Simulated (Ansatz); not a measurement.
# AlGeH4N: a spread of methods and bases

How do the results and run time of AlGeH4N respond when the settings are drawn wide?

Program: Ansatz 0.2.0, Gaussian basis. Level of theory: the settings change from run to run. These are calculated values, not measurements.

## 1. The molecule

The geometry comes from an earlier relaxation with PBE0-D4 in a triple-zeta def2 set; it is a stationary point, not always the lowest conformer.

7 atoms, charge 0, spin multiplicity 1.

Atoms are counted from 1 here; the program's logs count them from 0.

Bond lengths: N1–Al2 1.747 Å, N1–Ge3 1.914 Å, N1–H4 1.007 Å, Al2–Ge3 2.356 Å, Al2–H5 1.578 Å, Ge3–H6 1.547 Å, Ge3–H7 1.547 Å. Angles: Al2–N1–Ge3 79.9°, Al2–N1–H4 151.4°, Ge3–N1–H4 128.7°, N1–Al2–Ge3 53.2°, N1–Al2–H5 140.4°, Ge3–Al2–H5 166.4°, N1–Ge3–Al2 46.9°, N1–Ge3–H6 112.5°, N1–Ge3–H7 112.5°, Al2–Ge3–H6 126.4°, Al2–Ge3–H7 126.4°, H6–Ge3–H7 107.0°.

## 2. CAM-B3LYP/STO-3G

This run has density fitting with def2-universal-jkfit.

The input, in.yaml:

```yaml
crystal:
  periodic: [false, false, false]
  atoms:
    - {symbol: N, position_ang: [-0.658336, -0.546173, -0.422835]}
    - {symbol: Al, position_ang: [0.286728, 0.643504, -1.284926]}
    - {symbol: Ge, position_ang: [0.434101, 0.111472, 1.005171]}
    - {symbol: H, position_ang: [-1.369950, -1.258236, -0.394497]}
    - {symbol: H, position_ang: [0.458895, 1.242717, -2.734390]}
    - {symbol: H, position_ang: [-0.400842, 0.734792, 2.149004]}
    - {symbol: H, position_ang: [1.310703, -0.996076, 1.636773]}
basis:
  gaussian: {orbitals: STO-3G, fitting: {mean_field: def2-universal-jkfit}}
hamiltonian: {xc: {name: CAM-B3LYP}}
output: {forces: true}
```

On the command line:

```sh
ansatz run in.yaml --threads 2 --pin off --events-out ev --progress --plain --max-ram 4352MiB
```

Output, cut to the lines that bear on the results:

```text
Functional definition: CAM-B3LYP
  name "CAM-B3LYP"
  cite "Yanai, Tew & Handy, Chem. Phys. Lett. 393, 51 (2004) doi:10.1016/j.cplett.2004.06.011"
  cite "Iikura, Tsuneda, Yanai & Hirao, J. Chem. Phys. 115, 3540 (2001) doi:10.1063/1.1383587"
  cite "Becke, Phys. Rev. A 38, 3098 (1988) doi:10.1103/PhysRevA.38.3098"
  cite "Lee, Yang & Parr, Phys. Rev. B 37, 785 (1988) doi:10.1103/PhysRevB.37.785"
  cite "Vosko, Wilk & Nusair, Can. J. Phys. 58, 1200 (1980) doi:10.1139/p80-159"
[...]
  # Exact exchange under (alpha + beta erf(omega r))/r, Becke's under what is left of 1/r.
[...]
543 factors; integrals over basis functions are off by at most 1.6e-2 eV
543 factors; integrals over basis functions are off by at most 3.2e-7 eV
[...]
mean field -63918.32132954 eV, -2348.9549834665 hartree, gradient 8.5e-6 eV, S^2 0.000000; 0 other end points of the search recorded, 0 dependent functions left out
[...]
reference -63918.32141774 eV, -2348.9549867076 hartree; 28, 28 occupied and 8, 8 virtual orbitals, 543 factors
Total energy: -63918.32141774 eV, -2348.9549867076 hartree
Atom 0 at    -0.658336    -0.546173    -0.422835 Å, force     3.078374     2.773476     0.914386 eV/Å
Atom 1 at     0.286728     0.643504    -1.284926 Å, force    -0.625225    -1.009594     1.322148 eV/Å
Atom 2 at     0.434101     0.111472     1.005171 Å, force    -0.864331    -0.564009    -0.982208 eV/Å
Atom 3 at    -1.369950    -1.258236    -0.394497 Å, force    -1.219091    -1.166914    -0.130339 eV/Å
Atom 4 at     0.458895     1.242717    -2.734390 Å, force    -0.131920    -0.613675     1.632820 eV/Å
Atom 5 at    -0.400842     0.734792     2.149004 Å, force     1.291453    -1.135939    -1.800488 eV/Å
Atom 6 at     1.310703    -0.996076     1.636773 Å, force    -1.529260     1.716656    -0.956318 eV/Å
Dipole moment:     0.045674     0.156679    -0.376778 e Å
```

It took 0.5 s on 2 threads of INTEL XEON PLATINUM 8581C at 2.10GHz, shared host; peak memory 0.35 GiB.

Largest force 4.243 eV/Å, dipole 1.97 D.

## 3. B3LYP5/def2-SVP

Set apart from the defaults: unrestricted orbitals, atoms shaken by 0.08 Å.

The input, in.yaml:

```yaml
crystal:
  periodic: [false, false, false]
  atoms:
    - {symbol: N, position_ang: [-0.561914, -0.372596, -0.397783]}
    - {symbol: Al, position_ang: [0.363710, 0.795942, -1.314839]}
    - {symbol: Ge, position_ang: [0.434931, 0.067495, 0.999797]}
    - {symbol: H, position_ang: [-1.378554, -1.226187, -0.506009]}
    - {symbol: H, position_ang: [0.528398, 1.174740, -2.652974]}
    - {symbol: H, position_ang: [-0.242085, 0.748837, 2.287208]}
    - {symbol: H, position_ang: [1.307620, -0.931625, 1.663996]}
basis:
  gaussian: {orbitals: def2-SVP}
magnetization: {spin_polarized: true, initial_magnetization: 0}
hamiltonian: {xc: {name: B3LYP5}}
```

The command is unchanged.

Output, cut to the lines that bear on the results:

```text
Functional definition: B3LYP5
  name "B3LYP5"
  cite "Stephens, Devlin, Chabalowski & Frisch, J. Phys. Chem. 98, 11623 (1994) doi:10.1021/j100096a001"
  cite "Becke, Phys. Rev. A 38, 3098 (1988) doi:10.1103/PhysRevA.38.3098"
  cite "Lee, Yang & Parr, Phys. Rev. B 37, 785 (1988) doi:10.1103/PhysRevB.37.785"
  cite "Vosko, Wilk & Nusair, Can. J. Phys. 58, 1200 (1980) doi:10.1139/p80-159"
[...]
821 factors; integrals over basis functions are off by at most 1.4e-3 eV
[...]
mean field -64654.34599186 eV, -2376.0033909112 hartree, gradient 3.3e-5 eV, S^2 0.000000; 0 other end points of the search recorded, 0 dependent functions left out
reference -64654.34624293 eV, -2376.0034001376 hartree; 28, 28 occupied and 56, 56 virtual orbitals, 821 factors
Total energy: -64654.34624293 eV, -2376.0034001376 hartree
```

Wall time 1.6 s (2 threads of INTEL XEON PLATINUM 8581C at 2.10GHz, shared host); peak memory 0.35 GiB.

⟨S²⟩ 0.000.

## 4. wB97/def2-TZVPP

Set apart from the defaults: density fitting with def2-universal-jkfit, finite nuclei, high accuracy.

The input, in.yaml:

```yaml
crystal:
  periodic: [false, false, false]
  atoms:
    - {symbol: N, position_ang: [-0.658336, -0.546173, -0.422835]}
    - {symbol: Al, position_ang: [0.286728, 0.643504, -1.284926]}
    - {symbol: Ge, position_ang: [0.434101, 0.111472, 1.005171]}
    - {symbol: H, position_ang: [-1.369950, -1.258236, -0.394497]}
    - {symbol: H, position_ang: [0.458895, 1.242717, -2.734390]}
    - {symbol: H, position_ang: [-0.400842, 0.734792, 2.149004]}
    - {symbol: H, position_ang: [1.310703, -0.996076, 1.636773]}
basis:
  gaussian: {orbitals: def2-TZVPP, fitting: {mean_field: def2-universal-jkfit}, nuclear_model: gaussian}
hamiltonian: {xc: {name: wB97}}
accuracy: high
output: {forces: true}
```

Same command.

Output, cut to the lines that bear on the results:

```text
Functional definition: wB97
  name "wB97"
  cite "Chai & Head-Gordon, J. Chem. Phys. 128, 084106 (2008) doi:10.1063/1.2834918"
  cite "Becke, J. Chem. Phys. 107, 8554 (1997) doi:10.1063/1.475007"
[...]
  # The coefficients of nought are those of the uniform gas.
[...]
      + integral(e_c_pw_opposite_spin*poly(b97_u_opposite, 1, cos1, cos2, cos3, cos4))
543 factors; integrals over basis functions are off by at most 1.1e0 eV
543 factors; integrals over basis functions are off by at most 6.4e-4 eV
[...]
mean field -64674.10393086 eV, -2376.7294817771 hartree, gradient 9.9e-8 eV, S^2 0.000000; 0 other end points of the search recorded, 0 dependent functions left out
[...]
reference -64674.10392982 eV, -2376.7294817387 hartree; 28, 28 occupied and 149, 149 virtual orbitals, 543 factors
Total energy: -64674.10392982 eV, -2376.7294817387 hartree
Atom 0 at    -0.658336    -0.546173    -0.422835 Å, force    -0.028481    -0.032833     0.015887 eV/Å
Atom 1 at     0.286728     0.643504    -1.284926 Å, force    -0.006455    -0.030550     0.081507 eV/Å
Atom 2 at     0.434101     0.111472     1.005171 Å, force    -0.035825    -0.016261    -0.064796 eV/Å
Atom 3 at    -1.369950    -1.258236    -0.394497 Å, force     0.052035     0.052902    -0.004891 eV/Å
Atom 4 at     0.458895     1.242717    -2.734390 Å, force     0.004263    -0.044690     0.165278 eV/Å
Atom 5 at    -0.400842     0.734792     2.149004 Å, force     0.098042    -0.056138    -0.123661 eV/Å
Atom 6 at     1.310703    -0.996076     1.636773 Å, force    -0.083579     0.127570    -0.069324 eV/Å
Dipole moment:    -0.024856     0.038826    -0.214218 e Å
```

Wall time 12 s (2 threads of INTEL XEON PLATINUM 8581C at 2.10GHz, shared host); peak memory 0.56 GiB.

Largest force 0.171 eV/Å, dipole 1.05 D.

## 5. B2PLYP/ANO-RCC-VTZP

This run has charge -1, multiplicity 2.

Edit in.yaml of step 4 so:

```diff
@@ -11,5 +11,6 @@
 basis:
-  gaussian: {orbitals: def2-TZVPP, fitting: {mean_field: def2-universal-jkfit}, nuclear_model: gaussian}
-hamiltonian: {xc: {name: wB97}}
-accuracy: high
+  gaussian: {orbitals: ANO-RCC-VTZP}
+total_charge: -1
+magnetization: {spin_polarized: true, initial_magnetization: 1}
+hamiltonian: {xc: {name: B2PLYP}}
 output: {forces: true}
```

Same command.

Output, cut to the lines that bear on the results:

```text
Functional definition: B2PLYP
  name "B2PLYP"
  cite "Grimme, J. Chem. Phys. 124, 034108 (2006) doi:10.1063/1.2148954"
  cite "Becke, Phys. Rev. A 38, 3098 (1988) doi:10.1103/PhysRevA.38.3098"
  cite "Lee, Yang & Parr, Phys. Rev. B 37, 785 (1988) doi:10.1103/PhysRevB.37.785"
[...]
1024 factors; integrals over basis functions are off by at most 1.1e-3 eV
[...]
mean field -65256.64185165 eV, -2398.1373555077 hartree, gradient 1.6e-7 eV, S^2 0.764865; 12 other end points of the search recorded, 0 dependent functions left out
15 core orbitals not correlated: weight in the atoms' cores, before any rotation towards them, 1.000 or more for the frozen orbitals, at most 0.000 for the correlated occupied ones
reference -65256.64203406 eV, -2398.1373622109 hartree; 14, 13 occupied and 134, 135 virtual orbitals, 1024 factors
second order -26.52608919 eV of doubles, -0.00000000 eV of singles
[...]
Total energy: -65263.80407814 eV, -2398.4005624763 hartree
Relativity: scalar
Atom 0 at    -0.658336    -0.546173    -0.422835 Å, force    -0.935782    -1.217737     0.985266 eV/Å
Atom 1 at     0.286728     0.643504    -1.284926 Å, force     0.827841     1.136412    -1.064460 eV/Å
Atom 2 at     0.434101     0.111472     1.005171 Å, force     0.165038     0.292602    -0.438739 eV/Å
Atom 3 at    -1.369950    -1.258236    -0.394497 Å, force     0.085097     0.061197     0.077673 eV/Å
Atom 4 at     0.458895     1.242717    -2.734390 Å, force     0.053030     0.049089     0.006759 eV/Å
Atom 5 at    -0.400842     0.734792     2.149004 Å, force    -0.035429    -0.223438     0.198057 eV/Å
Atom 6 at     1.310703    -0.996076     1.636773 Å, force    -0.159795    -0.098125     0.235443 eV/Å
Dipole moment:    -0.116325    -0.354610     0.807632 e Å
```

Run time: 93 s. Hardware: 2 threads of INTEL XEON PLATINUM 8581C at 2.10GHz, shared host; peak memory 0.94 GiB.

Largest force 1.825 eV/Å, ⟨S²⟩ 0.765.

## 6. wB97/ANO-RCC-VTZP

Edit in.yaml of step 5 so:

```diff
@@ -12,5 +12,3 @@
   gaussian: {orbitals: ANO-RCC-VTZP}
-total_charge: -1
-magnetization: {spin_polarized: true, initial_magnetization: 1}
-hamiltonian: {xc: {name: B2PLYP}}
+hamiltonian: {xc: {name: wB97}}
 output: {forces: true}
```

The command is unchanged.

Output, cut to the lines that bear on the results:

```text
Functional definition: wB97
  name "wB97"
  cite "Chai & Head-Gordon, J. Chem. Phys. 128, 084106 (2008) doi:10.1063/1.2834918"
  cite "Becke, J. Chem. Phys. 107, 8554 (1997) doi:10.1063/1.475007"
[...]
  # The coefficients of nought are those of the uniform gas.
[...]
      + integral(e_c_pw_opposite_spin*poly(b97_u_opposite, 1, cos1, cos2, cos3, cos4))
1275 factors; their error is unknown
405 factors; integrals over basis functions are off by at most 8.6e-5 eV
[...]
mean field -65282.23244687 eV, -2399.0777925361 hartree, gradient 7.8e-5 eV, S^2 0.000000; 0 other end points of the search recorded, 0 dependent functions left out
[...]
reference -65282.23242841 eV, -2399.0777918577 hartree; 28, 28 occupied and 135, 135 virtual orbitals, 1275 factors
Total energy: -65282.23242841 eV, -2399.0777918577 hartree
Relativity: scalar
Atom 0 at    -0.658336    -0.546173    -0.422835 Å, force    -0.080181    -0.090516     0.038046 eV/Å
Atom 1 at     0.286728     0.643504    -1.284926 Å, force     0.010127    -0.028966     0.131561 eV/Å
Atom 2 at     0.434101     0.111472     1.005171 Å, force     0.019835     0.001459     0.061311 eV/Å
Atom 3 at    -1.369950    -1.258236    -0.394497 Å, force     0.051201     0.051941    -0.004430 eV/Å
Atom 4 at     0.458895     1.242717    -2.734390 Å, force     0.016392    -0.029782     0.155434 eV/Å
Atom 5 at    -0.400842     0.734792     2.149004 Å, force     0.170158    -0.132950    -0.244476 eV/Å
Atom 6 at     1.310703    -0.996076     1.636773 Å, force    -0.187532     0.228814    -0.137445 eV/Å
Dipole moment:    -0.006673     0.054526    -0.206517 e Å
```

Run time: 11 s. Hardware: 2 threads of INTEL XEON PLATINUM 8581C at 2.10GHz, shared host; peak memory 0.44 GiB.

Largest force 0.326 eV/Å, dipole 1.03 D.

## 7. PBE/cc-pVDZ

Set apart from the defaults: charge +1, multiplicity 2, a grid of angular degree 23, D3(BJ) dispersion, high accuracy.

Edit in.yaml of step 6 so:

```diff
@@ -11,4 +11,6 @@
 basis:
-  gaussian: {orbitals: ANO-RCC-VTZP}
-hamiltonian: {xc: {name: wB97}}
-output: {forces: true}
+  gaussian: {orbitals: cc-pVDZ, final_grid: {core_spheres: 8, valence_spheres: 7, degree: 23}}
+total_charge: 1
+magnetization: {spin_polarized: true, initial_magnetization: 1}
+hamiltonian: {xc: {name: PBE}, dispersion: d3bj}
+accuracy: high
```

Same command.

Output:

```text
Functional definition: PBE
  name "PBE"
  cite "Perdew, Burke & Ernzerhof, Phys. Rev. Lett. 77, 3865 (1996) doi:10.1103/PhysRevLett.77.3865"
  parent pbe
  parameter kappa = 0.804
  parameter beta = 0.06672455060314922
  exchange = pbe_x(kappa = kappa, mu = beta*pi^2/3)
  correlation = pbe_c(beta = beta)
1782 factors; integrals over basis functions are off by at most 4.4e-9 eV
mean field evaluation 1: about -64622.7700 eV, gradient 7.2e1 eV
mean field evaluation 2: about -64461.2608 eV, gradient 1.2e2 eV
mean field evaluation 4: about -64643.3051 eV, gradient 1.7e1 eV
mean field evaluation 8: about -64645.9780 eV, gradient 2.2e0 eV
mean field evaluation 16: about -64646.0042 eV, gradient 7.3e-4 eV
mean field evaluation 32: about -64644.0651 eV, gradient 1.6e1 eV
mean field -64646.00424610 eV, -2375.6968374086 hartree, gradient 3.0e-8 eV, S^2 0.751811; 4 other end points of the search recorded, 0 dependent functions left out
reference -64646.00425023 eV, -2375.6968375605 hartree; 28, 27 occupied and 51, 52 virtual orbitals, 1782 factors
Total energy: -64646.12693139 eV, -2375.7013460098 hartree
```

Run time: 2.8 s. Hardware: 2 threads of INTEL XEON PLATINUM 8581C at 2.10GHz, shared host; peak memory 0.35 GiB.

⟨S²⟩ 0.752.

## 8. BHLYP/def2-TZVP

Set apart from the defaults: the search for lower states set to light.

Edit in.yaml of step 7 so:

```diff
@@ -11,6 +11,5 @@
 basis:
-  gaussian: {orbitals: cc-pVDZ, final_grid: {core_spheres: 8, valence_spheres: 7, degree: 23}}
-total_charge: 1
-magnetization: {spin_polarized: true, initial_magnetization: 1}
-hamiltonian: {xc: {name: PBE}, dispersion: d3bj}
-accuracy: high
+  gaussian: {orbitals: def2-TZVP}
+hamiltonian: {xc: {name: BHLYP}}
+scf: {lower_state_search: light}
+output: {forces: true}
```

The command is unchanged.

Output, cut to the lines that bear on the results:

```text
Functional definition: BHLYP
  name "BHLYP"
  cite "Becke, J. Chem. Phys. 98, 1372 (1993) doi:10.1063/1.464304"
  cite "Becke, Phys. Rev. A 38, 3098 (1988) doi:10.1103/PhysRevA.38.3098"
  cite "Lee, Yang & Parr, Phys. Rev. B 37, 785 (1988) doi:10.1103/PhysRevB.37.785"
[...]
1097 factors; their error is unknown
[...]
mean field -64669.29490383 eV, -2376.5527532931 hartree, gradient 4.3e-5 eV, S^2 0.000000; 0 other end points of the search recorded, 0 dependent functions left out
[...]
reference -64669.29507641 eV, -2376.5527596356 hartree; 28, 28 occupied and 112, 112 virtual orbitals, 1097 factors
Total energy: -64669.29507641 eV, -2376.5527596356 hartree
Atom 0 at    -0.658336    -0.546173    -0.422835 Å, force    -0.021883    -0.020067    -0.005192 eV/Å
Atom 1 at     0.286728     0.643504    -1.284926 Å, force    -0.176727    -0.158806    -0.054048 eV/Å
Atom 2 at     0.434101     0.111472     1.005171 Å, force    -0.078660    -0.086869     0.030651 eV/Å
Atom 3 at    -1.369950    -1.258236    -0.394497 Å, force     0.284181     0.292768    -0.039729 eV/Å
Atom 4 at     0.458895     1.242717    -2.734390 Å, force    -0.011992    -0.075222     0.214133 eV/Å
Atom 5 at    -0.400842     0.734792     2.149004 Å, force     0.088759    -0.063111    -0.098702 eV/Å
Atom 6 at     1.310703    -0.996076     1.636773 Å, force    -0.083678     0.111307    -0.047113 eV/Å
Dipole moment:    -0.021521     0.042359    -0.215015 e Å
```

It took 1.9 s on 2 threads of INTEL XEON PLATINUM 8581C at 2.10GHz, shared host; peak memory 0.35 GiB.

Largest force 0.410 eV/Å, dipole 1.06 D.

## 9. BHLYP/6-31G*

Set apart from the defaults: D3(BJ) with three-body dispersion, the search for lower states set to light.

Edit in.yaml of step 8 so:

```diff
@@ -11,4 +11,4 @@
 basis:
-  gaussian: {orbitals: def2-TZVP}
-hamiltonian: {xc: {name: BHLYP}}
+  gaussian: {orbitals: "6-31G*"}
+hamiltonian: {xc: {name: BHLYP}, dispersion: d3bjatm}
 scf: {lower_state_search: light}
```

Launched as before.

Output, cut to the lines that bear on the results:

```text
Functional definition: BHLYP
  name "BHLYP"
  cite "Becke, J. Chem. Phys. 98, 1372 (1993) doi:10.1063/1.464304"
  cite "Becke, Phys. Rev. A 38, 3098 (1988) doi:10.1103/PhysRevA.38.3098"
  cite "Lee, Yang & Parr, Phys. Rev. B 37, 785 (1988) doi:10.1103/PhysRevB.37.785"
[...]
739 factors; integrals over basis functions are off by at most 5.8e-4 eV
[...]
mean field -64659.98532425 eV, -2376.2106325540 hartree, gradient 6.7e-5 eV, S^2 0.000000; 0 other end points of the search recorded, 0 dependent functions left out
[...]
reference -64659.98549778 eV, -2376.2106389311 hartree; 28, 28 occupied and 49, 49 virtual orbitals, 739 factors
Total energy: -64660.19660768 eV, -2376.2183970770 hartree
Atom 0 at    -0.658336    -0.546173    -0.422835 Å, force    -0.150935    -0.154453     0.017679 eV/Å
Atom 1 at     0.286728     0.643504    -1.284926 Å, force    -0.004388     0.049077    -0.180631 eV/Å
Atom 2 at     0.434101     0.111472     1.005171 Å, force     0.007944    -0.023926     0.107341 eV/Å
Atom 3 at    -1.369950    -1.258236    -0.394497 Å, force     0.145249     0.148305    -0.015806 eV/Å
Atom 4 at     0.458895     1.242717    -2.734390 Å, force    -0.002939    -0.038711     0.121011 eV/Å
Atom 5 at    -0.400842     0.734792     2.149004 Å, force     0.035932    -0.023939    -0.034783 eV/Å
Atom 6 at     1.310703    -0.996076     1.636773 Å, force    -0.030864     0.043646    -0.014811 eV/Å
Dipole moment:    -0.032062     0.025499    -0.193264 e Å
```

Run time: 1.4 s. Hardware: 2 threads of INTEL XEON PLATINUM 8581C at 2.10GHz, shared host; peak memory 0.35 GiB.

Largest force 0.217 eV/Å, dipole 0.95 D.

## 10. revPBE/cc-pVTZ-DK

Options: D3(BJ) with three-body dispersion.

Edit in.yaml of step 9 so:

```diff
@@ -11,5 +11,3 @@
 basis:
-  gaussian: {orbitals: "6-31G*"}
-hamiltonian: {xc: {name: BHLYP}, dispersion: d3bjatm}
-scf: {lower_state_search: light}
-output: {forces: true}
+  gaussian: {orbitals: cc-pVTZ-DK}
+hamiltonian: {xc: {name: revPBE}, dispersion: d3bjatm}
```

Launched as before.

Output:

```text
Functional definition: revPBE
  name "revPBE"
  cite "Zhang & Yang, Phys. Rev. Lett. 80, 890 (1998) doi:10.1103/PhysRevLett.80.890"
  cite "Perdew, Burke & Ernzerhof, Phys. Rev. Lett. 77, 3865 (1996) doi:10.1103/PhysRevLett.77.3865"
  parameter kappa = 1.245
  parameter beta = 0.06672455060314922
  exchange = pbe_x(kappa = kappa, mu = beta*pi^2/3)
  correlation = pbe_c(beta = beta)
1061 factors; their error is unknown
mean field evaluation 1: about -65258.1913 eV, gradient 8.3e1 eV
mean field evaluation 2: about -65142.3699 eV, gradient 1.6e2 eV
mean field evaluation 4: about -65271.4237 eV, gradient 1.4e1 eV
mean field evaluation 8: about -65271.8198 eV, gradient 1.6e-1 eV
mean field evaluation 16: about -65271.8042 eV, gradient 3.4e-5 eV
mean field -65271.80422956 eV, -2398.6945626183 hartree, gradient 4.1e-5 eV, S^2 0.000000; 0 other end points of the search recorded, 0 dependent functions left out
reference -65271.80428324 eV, -2398.6945645911 hartree; 28, 28 occupied and 135, 135 virtual orbitals, 1061 factors
Total energy: -65272.09459085 eV, -2398.7052331991 hartree
Relativity: scalar
```

It took 1.2 s on 2 threads of INTEL XEON PLATINUM 8581C at 2.10GHz, shared host; peak memory 0.35 GiB.

## 11. All runs side by side

| level | charge | multiplicity | geometry | functions | energy (eV) | time |
| --- | --- | --- | --- | --- | --- | --- |
| CAM-B3LYP/STO-3G | 0 | 1 | relaxed | 36 | -63918.321 | 0.5 s |
| B3LYP5/def2-SVP | 0 | 1 | shaken | 84 | -64654.346 | 1.6 s |
| wB97/def2-TZVPP | 0 | 1 | relaxed | 177 | -64674.104 | 12 s |
| B2PLYP/ANO-RCC-VTZP | -1 | 2 | relaxed | 163 | -65263.804 | 93 s |
| wB97/ANO-RCC-VTZP | 0 | 1 | relaxed | 163 | -65282.232 | 11 s |
| PBE/cc-pVDZ | 1 | 2 | relaxed | 79 | -64646.127 | 2.8 s |
| BHLYP/def2-TZVP | 0 | 1 | relaxed | 140 | -64669.295 | 1.9 s |
| BHLYP/6-31G* | 0 | 1 | relaxed | 77 | -64660.197 | 1.4 s |
| revPBE/cc-pVTZ-DK | 0 | 1 | relaxed | 163 | -65272.095 | 1.2 s |

## 12. Results

| quantity | value |
| --- | --- |
| runs | 9 |
| quickest | CAM-B3LYP/STO-3G, 0.5 s |
| slowest | B2PLYP/ANO-RCC-VTZP, 93 s |
| spread of total energies, same state and geometry | 1363.9 eV |
| dipole, same state and geometry | 0.95 to 1.97 D |

Run time spans a factor of 185, from CAM-B3LYP/STO-3G to B2PLYP/ANO-RCC-VTZP. The jobs differ in tasks and options as well as level. Total energies at one charge and spin differ by 1364 eV between levels, so only differences within one level mean anything. Some of these runs are scalar-relativistic and others not, which shifts the totals of all-electron atoms past neon by eV; core potentials, where a basis has them, take the core out of the total altogether. At the PBE0-D4/def2-TZVP geometry and in the same state, runs without warnings or point charges leave forces up to 4.24 eV/Å (CAM-B3LYP/STO-3G). At that geometry and state the dipole changes by 108 % between the lowest and highest value.
